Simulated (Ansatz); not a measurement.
**doublet [RuO4]+ at 4 levels**

Aim: a comparison of 4 runs (UHF/3-21G, UHF/def2-SVP, UPBE/def2-SVP, UPBE0/def2-SVP) of doublet [RuO4]+. 

The calculation is run with Ansatz 0.2.0.

4 further runs of the same task are left out: 3 that didn't finish, 1 set aside as unsound or not needed. Runs told in other sessions of the task aren't counted.

### 1 The molecule

[RuO4]+ has 5 atoms, charge +1, and is taken as a doublet. As SMILES of the parent species, `[O]=[Ru](=[O])(=[O])=[O]`. The shape is that of a PBE0-D4/def2-TZVP optimisation. That shape belongs to the parent species and isn't relaxed for this state.

Bond lengths: O1–Ru2 1.663 Å, Ru2–O3 1.663 Å, Ru2–O4 1.663 Å, Ru2–O5 1.663 Å. Angles: O1–Ru2–O3 109.5°, O1–Ru2–O4 109.5°, O1–Ru2–O5 109.5°, O3–Ru2–O4 109.5°, O3–Ru2–O5 109.5°, O4–Ru2–O5 109.5°.

### 2 A single-point energy at UHF/3-21G (run 1)

Input file job.yaml:

```yaml
crystal:
  periodic: [false, false, false]
  atoms:
    - {symbol: O, position_ang: [-0.839900, -0.286700, 1.406400]}
    - {symbol: Ru, position_ang: [0.000000, 0.000000, 0.000000]}
    - {symbol: O, position_ang: [1.399200, -0.898800, -0.003100]}
    - {symbol: O, position_ang: [-0.938400, -0.430700, -1.303700]}
    - {symbol: O, position_ang: [0.379100, 1.616200, -0.099600]}
basis:
  gaussian:
    orbitals: 3-21G-spherical.json
output: {orbitals: {seedname: orbitals}}
hamiltonian:
  xc: hf
accuracy: high
magnetization:
  spin_polarized: true
  initial_magnetization: 1
total_charge: 1
```

The basis set 3-21G is read from a file made from the Basis Set Exchange's data (not shown).

Launch:

```
ansatz run job.yaml --threads 1 --pin off --max-ram 3480MiB --events-out events.jsonl --progress --plain --runs-dir runs
```

The program printed:

```text
Warning: RAYON_NUM_THREADS=1 ignored (pool sized by the plan → 1); use --threads N
Functional definition: HF
  name "HF"
  exchange = exact_x
  correlation = 0
1575 factors; integrals over basis functions are off by at most 6.0e-9 eV
mean field evaluation 1: about -128356.0316 eV, gradient 5.5e1 eV
mean field evaluation 2: about -128356.0611 eV, gradient 5.5e1 eV
mean field evaluation 4: about -128367.6660 eV, gradient 1.4e1 eV
mean field evaluation 8: about -128371.1996 eV, gradient 4.9e0 eV
mean field evaluation 16: about -128373.1783 eV, gradient 2.0e0 eV
mean field evaluation 32: about -128373.9143 eV, gradient 8.5e-2 eV
mean field evaluation 64: about -128294.1547 eV, gradient 8.9e1 eV
mean field evaluation 96: about -128307.4816 eV, gradient 7.6e1 eV
mean field evaluation 128: about -128277.5869 eV, gradient 9.6e1 eV
mean field evaluation 160: about -128321.3775 eV, gradient 8.5e1 eV
mean field evaluation 192: about -128296.0160 eV, gradient 7.8e1 eV
mean field evaluation 224: about -128312.4522 eV, gradient 7.8e1 eV
mean field evaluation 256: about -128372.3963 eV, gradient 2.3e0 eV
mean field evaluation 288: about -128370.8495 eV, gradient 3.0e0 eV
mean field evaluation 320: about -128369.8411 eV, gradient 1.1e0 eV
mean field evaluation 352: about -128372.5447 eV, gradient 1.6e0 eV
mean field evaluation 384: about -128373.6578 eV, gradient 2.3e0 eV
mean field evaluation 416: about -128374.3136 eV, gradient 1.2e-1 eV
mean field evaluation 448: about -128373.5943 eV, gradient 5.6e0 eV
mean field evaluation 480: about -128371.1241 eV, gradient 5.5e0 eV
mean field evaluation 512: about -128372.0757 eV, gradient 3.3e0 eV
mean field evaluation 544: about -128371.3100 eV, gradient 1.6e0 eV
mean field evaluation 576: about -128374.2136 eV, gradient 2.8e-1 eV
mean field evaluation 608: about -128374.2789 eV, gradient 1.2e-1 eV
mean field evaluation 640: about -128372.9264 eV, gradient 8.9e0 eV
mean field evaluation 672: about -128374.3047 eV, gradient 7.4e-2 eV
mean field evaluation 704: about -128373.8038 eV, gradient 8.0e-1 eV
mean field evaluation 736: about -128373.9638 eV, gradient 8.2e-1 eV
mean field evaluation 768: about -128372.6974 eV, gradient 7.3e0 eV
mean field evaluation 800: about -128372.4962 eV, gradient 2.6e0 eV
mean field evaluation 832: about -128371.2835 eV, gradient 5.1e0 eV
mean field evaluation 864: about -128371.6229 eV, gradient 2.3e0 eV
mean field evaluation 896: about -128370.4244 eV, gradient 3.1e0 eV
mean field evaluation 928: about -128372.2422 eV, gradient 7.5e0 eV
mean field evaluation 960: about -128373.1871 eV, gradient 2.3e0 eV
mean field evaluation 992: about -128369.8532 eV, gradient 3.2e0 eV
mean field evaluation 1024: about -128370.2484 eV, gradient 2.4e0 eV
mean field evaluation 1056: about -128372.5419 eV, gradient 1.6e0 eV
mean field evaluation 1088: about -128370.4727 eV, gradient 6.3e0 eV
mean field evaluation 1120: about -128373.8485 eV, gradient 1.6e0 eV
mean field evaluation 1152: about -128369.4005 eV, gradient 9.7e0 eV
mean field evaluation 1184: about -128369.1669 eV, gradient 9.8e0 eV
mean field evaluation 1216: about -128372.4542 eV, gradient 1.1e0 eV
mean field evaluation 1248: about -128366.9329 eV, gradient 1.2e1 eV
mean field evaluation 1280: about -128371.4803 eV, gradient 3.9e0 eV
mean field evaluation 1312: about -128374.0287 eV, gradient 4.3e-1 eV
mean field evaluation 1344: about -128372.5183 eV, gradient 6.2e-1 eV
mean field -128374.31012696 eV, -4717.6688819331 hartree, gradient 3.0e-8 eV, S^2 3.100592; 14 other end points of the search recorded, 0 dependent functions left out
reference -128374.31012696 eV, -4717.6688819331 hartree; 38, 37 occupied and 34, 35 virtual orbitals, 1575 factors
Total energy: -128374.31012696 eV, -4717.6688819331 hartree
```

Wall time 2.7 min (1 thread of Arm Neoverse V2, shared host); peak memory 0.45 GiB.

### 3 The energy at UHF/def2-SVP (core potential) (run 2)

Input file run.yaml:

```yaml
crystal:
  periodic: [false, false, false]
  atoms:
    - {symbol: O, position_ang: [-0.839900, -0.286700, 1.406400]}
    - {symbol: Ru, position_ang: [0.000000, 0.000000, 0.000000]}
    - {symbol: O, position_ang: [1.399200, -0.898800, -0.003100]}
    - {symbol: O, position_ang: [-0.938400, -0.430700, -1.303700]}
    - {symbol: O, position_ang: [0.379100, 1.616200, -0.099600]}
basis:
  gaussian: {orbitals: def2-SVP}
total_charge: 1
magnetization: {spin_polarized: true, initial_magnetization: 1}
hamiltonian: {xc: hf}
accuracy: high
output: {orbitals: {seedname: orbitals}}
```

Launch:

```
ansatz run run.yaml --threads 1 --pin off --max-ram 3480MiB --events-out events.jsonl --progress --plain --runs-dir runs
```

The program printed:

```text
Warning: RAYON_NUM_THREADS=1 ignored (pool sized by the plan → 1); use --threads N
[... 65 lines left out ...]
Total energy: -10683.77780405 eV, -392.6215925742 hartree
```

Run time: 1.9 min. Hardware: 1 thread of Arm Neoverse V2, shared host; peak memory 0.44 GiB.

Run 3 isn't shown in full; the table further down has it.

### 4 The energy at UPBE0/def2-SVP (core potential) (run 4)

job.yaml, as its differences from that of step 2:

```diff
@@ -9,11 +9,7 @@
 basis:
-  gaussian:
-    orbitals: 3-21G-spherical.json
+  gaussian: {orbitals: def2-SVP}
+total_charge: 1
+magnetization: {spin_polarized: true, initial_magnetization: 1}
+hamiltonian: {xc: {name: PBE0}}
+accuracy: high
 output: {orbitals: {seedname: orbitals}}
-hamiltonian:
-  xc: hf
-accuracy: high
-magnetization:
-  spin_polarized: true
-  initial_magnetization: 1
-total_charge: 1
```

Launch:

```
ansatz run job.yaml --threads 1 --pin off --max-ram 3480MiB --events-out events.jsonl --progress --plain --runs-dir runs
```

The program printed:

```text
Warning: RAYON_NUM_THREADS=1 ignored (pool sized by the plan → 1); use --threads N
Functional definition: PBE0
  name "PBE0"
  parameter a = 0.25
  parameter kappa = 0.804
  parameter beta = 0.06672455060314922
  exchange = (1 - a)*pbe_x(kappa = kappa, mu = beta*pi^2/3) + a*exact_x
  correlation = pbe_c(beta = beta)
1900 factors; integrals over basis functions are off by at most 2.8e-9 eV
mean field evaluation 1: about -10721.5647 eV, gradient 7.3e1 eV
mean field evaluation 2: about -10617.2466 eV, gradient 1.7e2 eV
mean field evaluation 4: about -10728.9307 eV, gradient 5.1e1 eV
mean field evaluation 8: about -10738.7154 eV, gradient 4.6e0 eV
mean field evaluation 16: about -10739.1864 eV, gradient 3.4e0 eV
mean field evaluation 32: about -10739.2474 eV, gradient 4.9e-1 eV
mean field evaluation 64: about -10739.2530 eV, gradient 1.6e-4 eV
mean field -10739.27582297 eV, -394.6611071514 hartree, gradient 3.1e-8 eV, S^2 0.932117; 6 other end points of the search recorded, 0 dependent functions left out
reference -10739.27582769 eV, -394.6611073252 hartree; 24, 23 occupied and 63, 64 virtual orbitals, 1900 factors
Total energy: -10739.27582769 eV, -394.6611073252 hartree
```

Run time: 72 s. Hardware: 1 thread of Arm Neoverse V2, shared host; peak memory 0.47 GiB.

### 5 Overview of the runs

```
run                            level  core potential   energy (Eh)  HOMO energy (eV)  LUMO energy (eV)   ⟨S²⟩  wall time
  1                        UHF/3-21G            none  -4717.668882            -20.23             -7.18  3.101    2.7 min
  2    UHF/def2-SVP (core potential)        def2-SVP   -392.621593            -20.38             -7.49  2.702    1.9 min
  3   UPBE/def2-SVP (core potential)        def2-SVP   -394.833507            -16.06            -15.94  0.760    2.2 min
  4  UPBE0/def2-SVP (core potential)        def2-SVP   -394.661107            -17.33            -14.56  0.932       72 s
```

### 6 What came out

```
                                 quantity          value
                      run 4: total energy  -394.66111 Eh
run 4: HOMO energy (highest over α and β)      -17.33 eV
 run 4: LUMO energy (lowest over α and β)      -14.56 eV
                              run 4: ⟨S²⟩          0.932
```

**Reading.** Totals of different functionals can't be ranked against each other. Some runs of one species differ in core potentials or relativity; totals across that change don't compare. In run 1 relativity is left out where basis or elements ask for it. Spin contamination of the reference: run 1 ⟨S²⟩ = 3.10, run 2 ⟨S²⟩ = 2.70, run 4 ⟨S²⟩ = 0.93. Where it is this large, the reference is a mixture of spin states, and values that rest on it are in doubt. All runs together took 8 min, the longest 2.7 min.
